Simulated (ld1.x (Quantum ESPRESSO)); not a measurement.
**Pseudopotential generation for Ge: PAW, PBE**

Task: generate the file, and judge it by its errors in other configurations, its logarithmic derivatives, its ghosts and its cutoff.

The numbers are computed with ld1.x (Quantum ESPRESSO) 7.5 (PBE, scalar-relativistic, spin-unpolarised reference atom).

## 1. The atom and the settings

Typed settings, in words:

| Property | Result |
| --- | --- |
| element | germanium (Ge, Z = 32) |
| type | PAW |
| frozen core | [Ne] |
| valence charge | 22 |
| reference configuration | 3s2 3p6 3d10 4s2 4p2 |
| partial waves | 3s (bound): rcut 0.90, rcutus 1.05 bohr; 4s (bound): rcut 0.90, rcutus 1.05 bohr; 3p (bound): rcut 1.05, rcutus 1.25 bohr; 4p (bound): rcut 1.05, rcutus 1.25 bohr; 3d (bound): rcut 0.60, rcutus 0.75 bohr; 3d channel at 1.95 Ry: rcut 0.60, rcutus 0.75 bohr; 4f channel at 0.3 Ry: rcut 0.80, rcutus 0.95 bohr |
| local potential | all-electron potential smoothed inside 1.05 bohr (lloc = -1) |
| core correction | Bessel-smoothed model core, default radius (core density twice the valence density) |
| augmentation charge | BESSEL, radius 0.50 bohr |

The outer shells as boxes (Hund's rule for the drawing; the calculation is spin-unpolarised):

```
[Ne] core
3s [↑↓]
3p [↑↓][↑↓][↑↓]
3d [↑↓][↑↓][↑↓][↑↓][↑↓]
4s [↑↓]
4p [↑ ][↑ ][  ]
```

An earlier all-electron run gives the scale for the radii.

All-electron outer shells of the reference configuration (PBE, scalar-relativistic, ld1.x):

```
shell  level (eV)  outermost node (bohr)  outermost maximum (bohr)
   2s    -1371.79                   0.06                      0.18
   2p    -1198.71                      –                      0.14
   3s     -168.49                   0.26                      0.54
   3p     -115.62                   0.23                      0.54
   3d      -29.31                      –                      0.50
   4s      -11.73                   0.77                      1.75
   4p       -3.90                   0.82                      2.22
```

## 2. The generation run

Contents of Ge.in:

```
 &input
   title='Ge', zed=32., rel=1, dft='PBE', iswitch=3,
   config='[Ar] 3d10 4s2 4p2 4f-2',
   nld=4, rlderiv=1.35, eminld=-14.0, emaxld=5.0, deld=0.04
 /
 &inputp
   pseudotype=3, lpaw=.true., tm=.true., lloc=-1, rcloc=1.05,
   nlcc=.true., new_core_ps=.true.,
   which_augfun='BESSEL', rmatch_augfun=0.50,
   file_pseudopw='Ge.UPF', file_wfcaegen='ae.wfc', file_wfcncgen='nc.wfc', file_beta='beta', file_chi='chi', file_wfcusgen='us.wfc'
 /
7
3S  1  0   2.00   0.00  0.90  1.05  0.0
4S  2  0   2.00   0.00  0.90  1.05  0.0
3P  2  1   6.00   0.00  1.05  1.25  0.0
4P  3  1   2.00   0.00  1.05  1.25  0.0
3D  3  2  10.00   0.00  0.60  0.75  0.0
3D  3  2   0.00   1.95  0.60  0.75  0.0
4F  4  3  -2.00   0.30  0.80  0.95  0.0
 &test
   configts(1)='3s2 3p6 3d10 4s2 4p2'
 /
```

The run is started by

```bash
$ ld1.x < Ge.in > Ge.out
```

Output in Ge.out (without the banner and most projector matrices):

```text
     Program LD1 v.7.5

     !!!!!!!!!!!!!!!!!!! WARNING !!!!!!!!!!!!!!!!!!!!!!!
     Message from routine ld1_readin:
     US requires at least two energies per channel 4F
     !!!!!!!!!!!!!!!!!!!!!!!!!!!!!!!!!!!!!!!!!!!!!!!!!!!
     --------------------------- All-electron run ----------------------------

     Ge
     scalar relativistic calculation

     atomic number is 32.00
     dft =PBE   lsd =0 sic =0 latt =0  beta=0.20 tr2=1.0E-14
     Exchange-correlation= PBE
                           (   1   4   3   4   0   0   0)
     mesh =1207 r(mesh) = 100.41023 a.u. xmin = -7.00 dx = 0.01250
     1 Ry =  13.60569312 eV, c = 137.03599908

     n l     nl                  e(Ry)          e(Ha)          e(eV)
     1 0     1S 1( 2.00)      -805.6314      -402.8157    -10961.1741
     2 0     2S 1( 2.00)      -100.8250       -50.4125     -1371.7939
     2 1     2P 1( 6.00)       -88.1036       -44.0518     -1198.7111
     3 0     3S 1( 2.00)       -12.3839        -6.1919      -168.4909
     3 1     3P 1( 6.00)        -8.4979        -4.2490      -115.6205
     3 2     3D 1(10.00)        -2.1543        -1.0772       -29.3109
     4 0     4S 1( 2.00)        -0.8622        -0.4311       -11.7311
     4 1     4P 1( 2.00)        -0.2863        -0.1431        -3.8953

     final scf error:  3.0E-15 reached in  36 iterations

     Etot =   -4197.669992 Ry,   -2098.834996 Ha,  -57112.209742 eV

     Ekin =    4273.695468 Ry,    2136.847734 Ha,   58146.589038 eV
     Encl =  -10116.689522 Ry,   -5058.344761 Ha, -137644.573051 eV
     Eh   =    1804.321722 Ry,     902.160861 Ha,   24549.047641 eV
     Exc  =    -158.997660 Ry,     -79.498830 Ha,   -2163.273369 eV

     normalization and overlap integrals

     s(1S/1S) =  1.000000  <r> =   0.0470  <r2> =    0.0030  r(max) =   0.0309
     s(2S/2S) =  1.000000  <r> =   0.2100  <r2> =    0.0520  r(max) =   0.1754
     s(2P/2P) =  1.000000  <r> =   0.1837  <r2> =    0.0414  r(max) =   0.1418
     s(3S/3S) =  1.000000  <r> =   0.6242  <r2> =    0.4495  r(max) =   0.5402
     s(3P/3P) =  1.000000  <r> =   0.6470  <r2> =    0.4929  r(max) =   0.5402
     s(3D/3D) =  1.000000  <r> =   0.7365  <r2> =    0.6969  r(max) =   0.5012
     s(4S/4S) =  1.000000  <r> =   2.1162  <r2> =    5.1841  r(max) =   1.7494
     s(4P/4P) =  1.000000  <r> =   2.8993  <r2> =   10.0650  r(max) =   2.2184

     ------------------------ End of All-electron run ------------------------

     --------------------- Generating PAW atomic setup --------------------

      Generating local potential from pseudized AE potential:
      Matching radius rcloc =   1.0500

      Local pseudo, rcloc= 1.061 Estimated cut-off energy=    21.90 Ry

      Computing core charge for nlcc:

       r > 0.28 : true rho core
      Core charge pseudized with two Bessel functions
      Integrated core pseudo-charge :   7.86
      Wfc-us  3S rcutus= 1.061  Estimated cut-off energy=    48.48 Ry
      Wfc-us  4S rcutus= 1.061  Estimated cut-off energy=    99.53 Ry
      Wfc-us  3P rcutus= 1.264  Estimated cut-off energy=    54.30 Ry
      Wfc-us  4P rcutus= 1.264  Estimated cut-off energy=   103.17 Ry
      Wfc-us  3D rcutus= 0.748  Estimated cut-off energy=   203.92 Ry
      Wfc-us  3D rcutus= 0.748  Estimated cut-off energy=   225.15 Ry
      Wfc-us  4F rcutus= 0.960  Estimated cut-off energy=   151.83 Ry

     Required augmentation: BESSEL   radius:    0.500000
     Suggested rho cutoff for augmentation: 615.42 Ry

     Estimated PAW energy = -691.861657 Ryd

     The PAW screened D coefficients
     4.88937     4.35022     0.00000     0.00000     0.00000     0.00000
     0.00000
     4.35022     1.72307     0.00000     0.00000     0.00000     0.00000
     0.00000
     0.00000     0.00000    -6.31499     0.41616     0.00000     0.00000
     0.00000
     0.00000     0.00000     0.41616    -0.90299     0.00000     0.00000
     0.00000
     0.00000     0.00000     0.00000     0.00000    -7.94027    -5.21550
     0.00000
     0.00000     0.00000     0.00000     0.00000    -5.21550    -3.40100
     0.00000
     0.00000     0.00000     0.00000     0.00000     0.00000     0.00000
    -0.28809

     The PAW descreened D coefficients (US)
    -1.25133    -3.65058     0.00000     0.00000     0.00000     0.00000
     0.00000
    -3.65058    -3.27327     0.00000     0.00000     0.00000     0.00000
     0.00000
     0.00000     0.00000    15.48276    -5.38315     0.00000     0.00000
     0.00000
     0.00000     0.00000    -5.38315    -8.41391     0.00000     0.00000
     0.00000
     0.00000     0.00000     0.00000     0.00000    -1.75834    -0.58525
     0.00000
     0.00000     0.00000     0.00000     0.00000    -0.58525     0.06033
     0.00000
     0.00000     0.00000     0.00000     0.00000     0.00000     0.00000
    -0.40853

     ------------------- End of pseudopotential generation -------------------

     [... the all-electron block is printed once more ...]


     Computing logarithmic derivative in   1.35396
     Computing logarithmic derivative in   1.35396
     Computing the partial wave expansion
     R is outside the sphere for l=    0 j= 0.00
     R is outside the sphere for l=    0 j= 0.00
     R is outside the sphere for l=    1 j= 0.00
     R is outside the sphere for l=    1 j= 0.00
     R is outside the sphere for l=    2 j= 0.00
     R is outside the sphere for l=    2 j= 0.00
     R is outside the sphere for l=    3 j= 0.00

     ---------------------- Testing the pseudopotential ----------------------

     Ge
     scalar relativistic calculation

     atomic number is 32.00   valence charge is 22.00
     dft = SLA  PW   PBX  PBC   lsd =0 sic =0 latt =0  beta=0.20 tr2=1.0E-14
     mesh =1207 r(mesh) = 100.41023 xmin = -7.00 dx = 0.01250

     n l     nl             e AE (Ry)        e PS (Ry)    De AE-PS (Ry)
     1 0     3S   1( 2.00)      -12.38385      -12.38361       -0.00024
     2 1     3P   1( 6.00)       -8.49795       -8.49761       -0.00034
     3 2     3D   1(10.00)       -2.15431       -2.15408       -0.00023
     2 0     4S   1( 2.00)       -0.86222       -0.86217       -0.00005
     3 1     4P   1( 2.00)       -0.28630       -0.28629       -0.00001

     eps = 6.9E-16  iter =  8

     Etot =   -4197.669992 Ry,   -2098.834996 Ha,  -57112.209742 eV
     Etotps =  -691.861560 Ry,    -345.930780 Ha,   -9413.256066 eV

     Ekin =     647.277697 Ry,     323.638848 Ha,    8806.661707 eV
     Encl =   -1684.297654 Ry,    -842.148827 Ha,  -22916.037005 eV
     Ehrt =     504.156914 Ry,     252.078457 Ha,    6859.404256 eV
     Ecxc =    -158.998517 Ry,     -79.499258 Ha,   -2163.285025 eV
     (Ecc =     -54.461016 Ry,     -27.230508 Ha,    -740.979866 eV)

     ---------------------- End of pseudopotential test ----------------------
```

It took 2.1 s on 1 thread of Neoverse-V2, shared host. (Generation and the later configuration tests together.)

Partial waves on a coarse radial grid (AE all-electron, PS pseudo):

| r (bohr) | 3d AE | 3d PS |
| --- | --- | --- |
| 0.062 | 0.0565 | 0.0073 |
| 0.125 | 0.2601 | 0.0560 |
| 0.188 | 0.5231 | 0.1721 |
| 0.250 | 0.7610 | 0.3519 |
| 0.312 | 0.9437 | 0.5715 |
| 0.375 | 1.0665 | 0.7943 |
| 0.438 | 1.1321 | 0.9747 |
| 0.500 | 1.1521 | 1.0844 |
| 0.562 | 1.1397 | 1.1226 |
| 0.625 | 1.1044 | 1.1044 |
| 0.688 | 1.0544 | 1.0552 |
| 0.750 | 0.9970 | 0.9970 |
| 0.812 | 0.9354 | 0.9354 |
| 0.875 | 0.8715 | 0.8715 |
| 0.938 | 0.8082 | 0.8082 |
| 1.000 | 0.7479 | 0.7479 |
| 1.062 | 0.6902 | 0.6902 |
| 1.125 | 0.6347 | 0.6347 |
| 1.188 | 0.5827 | 0.5827 |
| 1.250 | 0.5350 | 0.5350 |
| 1.312 | 0.4907 | 0.4907 |
| 1.375 | 0.4490 | 0.4490 |
| 1.438 | 0.4106 | 0.4106 |
| 1.500 | 0.3759 | 0.3759 |
| 1.562 | 0.3439 | 0.3439 |
| 1.625 | 0.3141 | 0.3141 |

## 3. Configuration tests

Contents of Ge.test.in:

```
 &input
   title='Ge', zed=32., rel=1, dft='PBE', iswitch=2,
   config='[Ar] 3d10 4s2 4p2 4f-2'
 /
 &test
   file_pseudo='Ge.UPF', nconf=8,
   configts(1)='3s2 3p6 3d10 4s2 4p2',
   configts(2)='3s2 3p6 3d10 4s2 4p1',
   configts(3)='3s2 3p6 3d10 4s2 4p0',
   configts(4)='3s2 3p6 3d10 4s1 4p0',
   configts(5)='3s1 3p6 3d10 4s2 4p2',
   configts(6)='3s2 3p6 3d10 4s0 4p4',
   configts(7)='3s2 3p6 3d10 4s2 4p1.5',
   configts(8)='3s2 3p6 3d9 4s2 4p2'
 /
```

The run is started by

```bash
$ ld1.x < Ge.test.in > Ge.test.out
```

Ge.test.out, the pseudopotential blocks:

```text
     ---------------------- Testing the pseudopotential ----------------------

     Ge
     scalar relativistic calculation

     atomic number is 32.00   valence charge is 22.00
     dft =SLA  PW   PBX  PBC   lsd =0 sic =0 latt =0  beta=0.20 tr2=1.0E-14
     mesh =1207 r(mesh) = 100.41023 xmin = -7.00 dx = 0.01250

     n l     nl             e AE (Ry)        e PS (Ry)    De AE-PS (Ry)
     1 0     3S   1( 2.00)      -12.38385      -12.38361       -0.00024
     2 1     3P   1( 6.00)       -8.49795       -8.49761       -0.00034
     3 2     3D   1(10.00)       -2.15431       -2.15408       -0.00023
     2 0     4S   1( 2.00)       -0.86222       -0.86217       -0.00005
     3 1     4P   1( 2.00)       -0.28630       -0.28629       -0.00001

     eps = 6.9E-16  iter =  8

     Etot =   -4197.669992 Ry,   -2098.834996 Ha,  -57112.209742 eV
     Etotps =  -691.861560 Ry,    -345.930780 Ha,   -9413.256066 eV

     Ekin =     647.277697 Ry,     323.638848 Ha,    8806.661707 eV
     Encl =   -1684.297654 Ry,    -842.148827 Ha,  -22916.037005 eV
     Ehrt =     504.156914 Ry,     252.078457 Ha,    6859.404256 eV
     Ecxc =    -158.998517 Ry,     -79.499258 Ha,   -2163.285025 eV
     (Ecc =     -54.461016 Ry,     -27.230508 Ha,    -740.979866 eV)

     ---------------------- End of pseudopotential test ----------------------

     ---------------------- Testing the pseudopotential ----------------------

     Ge
     [...]
     n l     nl             e AE (Ry)        e PS (Ry)    De AE-PS (Ry)
     1 0     3S   1( 2.00)      -13.04723      -13.04787        0.00064
     2 1     3P   1( 6.00)       -9.16139       -9.16444        0.00306
     3 2     3D   1(10.00)       -2.81637       -2.81763        0.00126
     2 0     4S   1( 2.00)       -1.45956       -1.45972        0.00015
     3 1     4P   1( 1.00)       -0.82628       -0.82560       -0.00068

     eps = 4.8E-15  iter = 18

     Etot =   -4197.122869 Ry,   -2098.561434 Ha,  -57104.765750 eV
     Etotps =  -691.314585 Ry,    -345.657292 Ha,   -9405.814091 eV
     dEtot_ae =       0.547123 Ry
     dEtot_ps =       0.546975 Ry,   Delta E=       0.000148 Ry

     [...]
     ---------------------- End of pseudopotential test ----------------------

     ---------------------- Testing the pseudopotential ----------------------

     Ge
     [...]
     n l     nl             e AE (Ry)        e PS (Ry)    De AE-PS (Ry)
     1 0     3S   1( 2.00)      -13.85029      -13.84909       -0.00120
     2 1     3P   1( 6.00)       -9.96437       -9.96934        0.00497
     3 2     3D   1(10.00)       -3.61570       -3.61620        0.00050
     2 0     4S   1( 2.00)       -2.14976       -2.14912       -0.00065
     3 1     4P   1( 0.00)       -1.45571       -1.45277       -0.00294

     eps = 1.4E-15  iter = 14

     Etot =   -4195.988126 Ry,   -2097.994063 Ha,  -57089.326796 eV
     Etotps =  -690.181339 Ry,    -345.090670 Ha,   -9390.395504 eV
     dEtot_ae =       1.681865 Ry
     dEtot_ps =       1.680220 Ry,   Delta E=       0.001645 Ry

     [...]
     ---------------------- End of pseudopotential test ----------------------

     ---------------------- Testing the pseudopotential ----------------------

     Ge
     [...]
     n l     nl             e AE (Ry)        e PS (Ry)    De AE-PS (Ry)
     1 0     3S   1( 2.00)      -14.88343      -14.88186       -0.00157
     2 1     3P   1( 6.00)      -10.99652      -11.00204        0.00552  !
     3 2     3D   1(10.00)       -4.63739       -4.63766        0.00027
     2 0     4S   1( 1.00)       -2.97339       -2.97247       -0.00093
     3 1     4P   1( 0.00)       -2.20993       -2.20517       -0.00476

     eps = 4.3E-15  iter = 13

     Etot =   -4193.431031 Ry,   -2096.715516 Ha,  -57054.535744 eV
     Etotps =  -687.624727 Ry,    -343.812364 Ha,   -9355.611025 eV
     dEtot_ae =       4.238961 Ry
     dEtot_ps =       4.236832 Ry,   Delta E=       0.002128 Ry

     [...]
     ---------------------- End of pseudopotential test ----------------------
```

4 tests gave no usable energy difference (3s1 3p6 3d10 4s2 4p2; 3s2 3p6 3d10 4s0 4p4; 3s2 3p6 3d10 4s2 4p1.5; 3s2 3p6 3d9 4s2 4p2); the test run stopped with "negative rho".

The tests as a table, with energies relative to 3s2 3p6 3d10 4s2 4p2. The frozen-core shift comes from a second all-electron run, not shown, with the core orbitals held at their reference shape; it is that run's ΔE less the relaxed one.

```tsv
valence configuration	charge	ΔE all-electron (eV)	error AE − PS (meV)	frozen-core shift (meV)
3s2 3p6 3d10 4s2 4p1	+1	7.444	+2.0	+0.6
3s2 3p6 3d10 4s2 4p0	+2	22.883	+22	+1.9
3s2 3p6 3d10 4s1 4p0	+3	57.674	+29	+4.6
```

## 4. Does it scatter like the atom?

Taken from the files of the generation run. The phase is arctan(r·u′/u) with u = r·R, unwrapped, with energies in Ry. A pole is an energy at which the radial function vanishes at the test radius. The pseudo phase is shifted by a multiple of π to meet the all-electron one at the reference energy. Levels narrower than the energy grid can be missing from the poles. Left out: p, where the overlap operator is not positive , so their phases aren't trusted. The last column is the largest difference on the grid between −1 and +1 Ry.

```tsv
channel	radius (bohr)	reference (Ry)	poles AE	poles PS	window around the reference with phases within 0.05 rad (Ry)	largest difference near zero (rad)
s	1.35	-0.86	-12.05	-12.05	the whole range	0.001
d	1.35	-2.15	-1.29	-1.29	the whole range	0.000
f	1.35	0.30	none	none	the whole range	0.000
```

Phases (rad) along the scan:

| E (Ry) | s AE | s PS | d AE | d PS |
| --- | --- | --- | --- | --- |
| -14.00 | 1.255 | 1.255 | 1.371 | 1.371 |
| -13.04 | 0.982 | 0.982 | 1.363 | 1.363 |
| -12.08 | -1.560 | -1.560 | 1.354 | 1.354 |
| -11.12 | -1.716 | -1.716 | 1.344 | 1.344 |
| -10.16 | -1.763 | -1.763 | 1.332 | 1.332 |
| -9.20 | -1.793 | -1.793 | 1.318 | 1.318 |
| -8.24 | -1.819 | -1.819 | 1.301 | 1.301 |
| -7.28 | -1.845 | -1.845 | 1.279 | 1.279 |
| -6.32 | -1.874 | -1.874 | 1.248 | 1.248 |
| -5.36 | -1.908 | -1.907 | 1.202 | 1.202 |
| -4.40 | -1.950 | -1.950 | 1.119 | 1.119 |
| -3.44 | -2.005 | -2.005 | 0.892 | 0.892 |
| -2.48 | -2.081 | -2.080 | -0.490 | -0.489 |
| -1.52 | -2.192 | -2.192 | -1.504 | -1.504 |
| -0.56 | -2.370 | -2.370 | -1.695 | -1.695 |
| 0.40 | -2.670 | -2.669 | -1.790 | -1.790 |
| 1.36 | -3.143 | -3.142 | -1.864 | -1.864 |
| 2.32 | -3.666 | -3.663 | -1.943 | -1.943 |
| 3.28 | -4.034 | -4.031 | -2.042 | -2.042 |
| 4.24 | -4.252 | -4.249 | -2.189 | -2.189 |

## 5. Plane-wave convergence, by spherical Bessel functions

A separate test, outside the generator: the pseudo-atom's Hamiltonian at the reference potential is diagonalised in spherical Bessel functions j_l(qr) that vanish at 20 bohr, with q² up to the cutoff.

No cutoffs are read. The overlap operator is not positive in p (lowest eigenvalue -0.014), so the test is not defined there. The ghost test is not conclusive.

## 6. Outcome

| quantity | value |
| --- | --- |
| cutoffs | not determined |
| bound ghosts | not determined |
| largest test error (AE − PS) | +29 meV, for 3s2 3p6 3d10 4s1 4p0 (4 tests unsolved) |
| largest phase difference near zero energy, channels read | 0.001 rad |
| lowest eigenvalue of the overlap (Bessel basis) | -0.014 (p) |

The overlap operator is not positive definite in p, so a plane-wave run would break down once the basis is large enough. By total energies transferability is fair where solved: the largest error is 29 meV on 57.7 eV, for 3s2 3p6 3d10 4s1 4p0. That test lies far up in energy; among those under 40 eV, nearer to bonding, the largest error is 22 meV. Freezing the core alone would shift it much less, so the error comes from the pseudisation. The test run broke off, so later configurations gave nothing; the verdict rests on few tests. No cutoffs are read. Ghosts could not be judged. Near zero energy the phases of the channels with partial waves that could be evaluated agree within 0.001 rad. All of this concerns the isolated atom, not yet a solid.
